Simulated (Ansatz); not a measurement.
# One shape, several levels: C2HF3O2 (SMILES O=COC(F)(F)F)

Wanted: a comparison of 6 runs (HF/STO-3G, HF/3-21G, HF/def2-SVP, PBE0/def2-SVP, B3LYP/6-31G*, SVWN5/6-31+G*) of C2HF3O2. 

Program for the calculation: Ansatz 0.2.0.

6 further runs of the same task are left out: 1 for a known fault of the program, 3 that didn't finish, 2 set aside as unsound or not needed.

**1. The system as given**

C2HF3O2 has 8 atoms, charge 0, and is taken as a singlet. As SMILES, `O=COC(F)(F)F`. The shape is that of a PBE0-D4/def2-TZVP optimisation. This is one conformer, not always the lowest.

Bond lengths: O1–C2 1.183 Å, C2–O3 1.368 Å, O3–C4 1.376 Å, C4–F5 1.321 Å, C4–F6 1.322 Å, C4–F7 1.322 Å, C2–H8 1.097 Å. Angles: O1–C2–O3 126.1°, C2–O3–C4 119.2°, O3–C4–F5 106.5°, O3–C4–F6 111.8°, O3–C4–F7 111.8°, F5–C4–F6 108.8°, F5–C4–F7 108.8°, F6–C4–F7 109.0°, O1–C2–H8 126.7°, O3–C2–H8 107.2°.

**2. Energy and forces at HF/STO-3G (run 1)**

run.yaml

```yaml
basis:
  gaussian: {orbitals: STO-3G}
crystal:
  periodic: [false, false, false]
  atoms:
    - symbol: O
      position_ang: [0.883000, -0.997600, 1.311500]
    - symbol: C
      position_ang: [0.000700, -1.248800, 0.565300]
    - symbol: O
      position_ang: [-0.538100, -0.398600, -0.361800]
    - symbol: C
      position_ang: [-0.038000, 0.878300, -0.471200]
    - symbol: F
      position_ang: [-0.729400, 1.471400, -1.427800]
    - symbol: F
      position_ang: [-0.188700, 1.561900, 0.650800]
    - symbol: F
      position_ang: [1.241100, 0.877200, -0.807100]
    - symbol: H
      position_ang: [-0.538600, -2.200800, 0.484500]
magnetization: {spin_polarized: false, initial_magnetization: 0}
hamiltonian: {xc: hf}
accuracy: high
output: {forces: true, orbitals: {seedname: orbitals}}
```

On the command line:

```bash
$ ansatz run run.yaml --threads 1 --pin off --max-ram 2610MiB --events-out events.jsonl --progress --plain --runs-dir runs
```

The program printed:

```text
Warning: RAYON_NUM_THREADS=1 ignored (pool sized by the plan → 1); use --threads N
Functional definition: HF
  name "HF"
  exchange = exact_x
  correlation = 0
792 factors; integrals over basis functions are off by at most 4.8e-8 eV
mean field evaluation 1: about -14064.0220 eV, gradient 5.3e1 eV
mean field evaluation 2: about -14064.3218 eV, gradient 5.3e1 eV
mean field evaluation 4: about -14073.2406 eV, gradient 5.1e0 eV
mean field evaluation 8: about -14073.3560 eV, gradient 1.8e-1 eV
mean field -14073.35620626 eV, -517.1863013166 hartree, gradient 2.8e-8 eV, S^2 0.000000; 0 other end points of the search recorded, 0 dependent functions left out
the calculation of the forces begins
reference -14073.35620626 eV, -517.1863013166 hartree; 28, 28 occupied and 8, 8 virtual orbitals, 792 factors
Total energy: -14073.35620626 eV, -517.1863013166 hartree
Atom 0 at     0.883000    -0.997600     1.311500 Å, force     2.588607     0.882961     2.120273 eV/Å
Atom 1 at     0.000700    -1.248800     0.565300 Å, force    -1.848140    -1.361845    -1.168422 eV/Å
Atom 2 at    -0.538100    -0.398600    -0.361800 Å, force    -1.867276    -1.848300    -0.963232 eV/Å
Atom 3 at    -0.038000     0.878300    -0.471200 Å, force     0.175302    -0.122057     0.228652 eV/Å
Atom 4 at    -0.729400     1.471400    -1.427800 Å, force    -1.771010     1.373344    -2.382082 eV/Å
Atom 5 at    -0.188700     1.561900     0.650800 Å, force    -0.341876     1.563450     2.848887 eV/Å
Atom 6 at     1.241100     0.877200    -0.807100 Å, force     3.178659    -0.123606    -0.742192 eV/Å
Atom 7 at    -0.538600    -2.200800     0.484500 Å, force    -0.114267    -0.363948     0.058115 eV/Å
Dipole moment:    -0.156684    -0.195498    -0.061657 e Å
```

Run time: 1.2 s. Hardware: 1 thread of Arm Neoverse V1, shared host.

**3. Energy and gradient at HF/3-21G (run 2)**

run.yaml

```yaml
crystal:
  periodic: [false, false, false]
  atoms:
    - {symbol: O, position_ang: [0.883000, -0.997600, 1.311500]}
    - {symbol: C, position_ang: [0.000700, -1.248800, 0.565300]}
    - {symbol: O, position_ang: [-0.538100, -0.398600, -0.361800]}
    - {symbol: C, position_ang: [-0.038000, 0.878300, -0.471200]}
    - {symbol: F, position_ang: [-0.729400, 1.471400, -1.427800]}
    - {symbol: F, position_ang: [-0.188700, 1.561900, 0.650800]}
    - {symbol: F, position_ang: [1.241100, 0.877200, -0.807100]}
    - {symbol: H, position_ang: [-0.538600, -2.200800, 0.484500]}
basis:
  gaussian: {orbitals: 3-21G.json}
hamiltonian: {xc: hf}
accuracy: high
output: {forces: true, orbitals: {seedname: orbitals}}
```

The basis set 3-21G is read from a file made from the Basis Set Exchange's data (not shown).

On the command line:

```bash
$ ansatz run run.yaml --threads 1 --pin off --max-ram 2610MiB --events-out events.jsonl --progress --plain --runs-dir runs
```

The program printed:

```text
Warning: RAYON_NUM_THREADS=1 ignored (pool sized by the plan → 1); use --threads N
Functional definition: HF
  name "HF"
  exchange = exact_x
  correlation = 0
1464 factors; integrals over basis functions are off by at most 1.0e-8 eV
mean field evaluation 1: about -14184.1243 eV, gradient 5.4e1 eV
mean field evaluation 2: about -14184.6383 eV, gradient 5.4e1 eV
mean field evaluation 4: about -14190.9202 eV, gradient 4.8e0 eV
mean field evaluation 8: about -14191.0222 eV, gradient 6.3e-1 eV
mean field evaluation 16: about -14191.0254 eV, gradient 3.2e-6 eV
mean field -14191.02542115 eV, -521.5105652046 hartree, gradient 6.2e-8 eV, S^2 0.000000; 0 other end points of the search recorded, 0 dependent functions left out
the calculation of the forces begins
reference -14191.02542115 eV, -521.5105652046 hartree; 28, 28 occupied and 37, 37 virtual orbitals, 1464 factors
Total energy: -14191.02542115 eV, -521.5105652046 hartree
Atom 0 at     0.883000    -0.997600     1.311500 Å, force     0.365215     0.398934     0.170008 eV/Å
Atom 1 at     0.000700    -1.248800     0.565300 Å, force    -0.970630    -2.194541     0.082141 eV/Å
Atom 2 at    -0.538100    -0.398600    -0.361800 Å, force     0.577515     0.843292     0.168766 eV/Å
Atom 3 at    -0.038000     0.878300    -0.471200 Å, force    -0.838235    -0.288507    -0.686217 eV/Å
Atom 4 at    -0.729400     1.471400    -1.427800 Å, force    -0.219530     0.335455    -0.373145 eV/Å
Atom 5 at    -0.188700     1.561900     0.650800 Å, force    -0.014374     0.242038     0.614900 eV/Å
Atom 6 at     1.241100     0.877200    -0.807100 Å, force     0.651852    -0.078077    -0.065997 eV/Å
Atom 7 at    -0.538600    -2.200800     0.484500 Å, force     0.448187     0.741406     0.089545 eV/Å
Dipole moment:    -0.275963    -0.411029    -0.077263 e Å
```

Run time: 1.9 s. Hardware: 1 thread of Arm Neoverse V1, shared host.

Runs 3 to 5 aren't shown in full; the table further down has their settings and results.

**4. Energy and gradient at SVWN5/6-31+G(d) (spherical functions) (run 6)**

job.yaml

```yaml
crystal:
  periodic: [false, false, false]
  atoms:
    - {symbol: O, position_ang: [0.883000, -0.997600, 1.311500]}
    - {symbol: C, position_ang: [0.000700, -1.248800, 0.565300]}
    - {symbol: O, position_ang: [-0.538100, -0.398600, -0.361800]}
    - {symbol: C, position_ang: [-0.038000, 0.878300, -0.471200]}
    - {symbol: F, position_ang: [-0.729400, 1.471400, -1.427800]}
    - {symbol: F, position_ang: [-0.188700, 1.561900, 0.650800]}
    - {symbol: F, position_ang: [1.241100, 0.877200, -0.807100]}
    - {symbol: H, position_ang: [-0.538600, -2.200800, 0.484500]}
basis:
  gaussian:
    orbitals: 6-31+G_st_-spherical.json
total_charge: 0
hamiltonian:
  xc: {name: SVWN5}
accuracy: high
output: {forces: true, orbitals: {seedname: orbitals}}
```

The basis set 6-31+G* is read from a file made from the Basis Set Exchange's data (not shown).

On the command line:

```bash
$ ansatz run job.yaml --threads 1 --pin off --max-ram 2610MiB --events-out events.jsonl --progress --plain --runs-dir runs
```

The program printed:

```text
Warning: RAYON_NUM_THREADS=1 ignored (pool sized by the plan → 1); use --threads N
Functional definition: SVWN5
  name "SVWN5"
  exchange = slater_x
  correlation = vwn5_c
2753 factors; integrals over basis functions are off by at most 3.4e-9 eV
mean field evaluation 1: about -14229.9920 eV, gradient 6.3e1 eV
mean field evaluation 2: about -14209.4411 eV, gradient 1.2e2 eV
mean field evaluation 4: about -14236.5780 eV, gradient 9.3e0 eV
mean field evaluation 8: about -14236.7077 eV, gradient 3.3e-1 eV
mean field evaluation 16: about -14236.7079 eV, gradient 4.4e-5 eV
mean field -14236.70792578 eV, -523.1893662854 hartree, gradient 1.2e-8 eV, S^2 0.000000; 0 other end points of the search recorded, 0 dependent functions left out
the calculation of the forces begins
reference -14236.70793102 eV, -523.1893664777 hartree; 28, 28 occupied and 100, 100 virtual orbitals, 2753 factors
Total energy: -14236.70793102 eV, -523.1893664777 hartree
Atom 0 at     0.883000    -0.997600     1.311500 Å, force     1.133264     0.411644     0.916513 eV/Å
Atom 1 at     0.000700    -1.248800     0.565300 Å, force    -0.784329    -0.094703    -0.722436 eV/Å
Atom 2 at    -0.538100    -0.398600    -0.361800 Å, force    -0.178527    -0.018106    -0.167037 eV/Å
Atom 3 at    -0.038000     0.878300    -0.471200 Å, force    -0.088276    -0.200030     0.006874 eV/Å
Atom 4 at    -0.729400     1.471400    -1.427800 Å, force    -0.238437     0.190007    -0.323248 eV/Å
Atom 5 at    -0.188700     1.561900     0.650800 Å, force    -0.033762     0.177930     0.410640 eV/Å
Atom 6 at     1.241100     0.877200    -0.807100 Å, force     0.439092    -0.049318    -0.072774 eV/Å
Atom 7 at    -0.538600    -2.200800     0.484500 Å, force    -0.249025    -0.417424    -0.048533 eV/Å
Dipole moment:    -0.264273    -0.294598    -0.120487 e Å
```

Run time: 16 s. Hardware: 1 thread of Arm Neoverse V1, shared host; peak memory 0.42 GiB.

**5. Overview of the runs**

```tsv
run	level	Cartesian functions	energy (Eh)	dipole moment (D)	HOMO energy (eV)	LUMO energy (eV)	wall time
1	HF/STO-3G	no	-517.186301	1.24	-10.59	7.65	1.2 s
2	HF/3-21G	no	-521.510565	2.41	-13.66	3.80	1.9 s
3	HF/def2-SVP	no	-523.962247	2.45	-13.83	3.64	7.2 s
4	PBE0/def2-SVP	no	-525.879678	1.93	-9.20	-0.82	15 s
5	B3LYP/6-31G* (Cartesian functions)	yes	-526.783672	1.84	-8.67	-0.82	17 s
6	SVWN5/6-31+G* (spherical functions)	no	-523.189366	1.99	-7.84	-2.52	16 s
```

**6. Summary of results**

| quantity | value |
| --- | --- |
| run 6: total energy | -523.18937 Eh |
| run 6: dipole moment | 1.99 D |
| run 6: HOMO energy | -7.84 eV |
| run 6: LUMO energy | -2.52 eV |
| run 6: HOMO–LUMO gap | 5.32 eV |
| run 6: largest force on an atom | 1.515 eV/Å |

In words: The dipole moment (its size) runs from 1.24 D (HF/STO-3G) to 2.45 D (HF/def2-SVP). The HOMO–LUMO gap runs from 5.32 eV (SVWN5/6-31+G*) to 18.24 eV (HF/STO-3G). The two ends differ in method and basis. Totals of different functionals can't be ranked against each other. In run 1 the basis is minimal, so the values are rough. All runs together took 57 s, the longest 17 s.
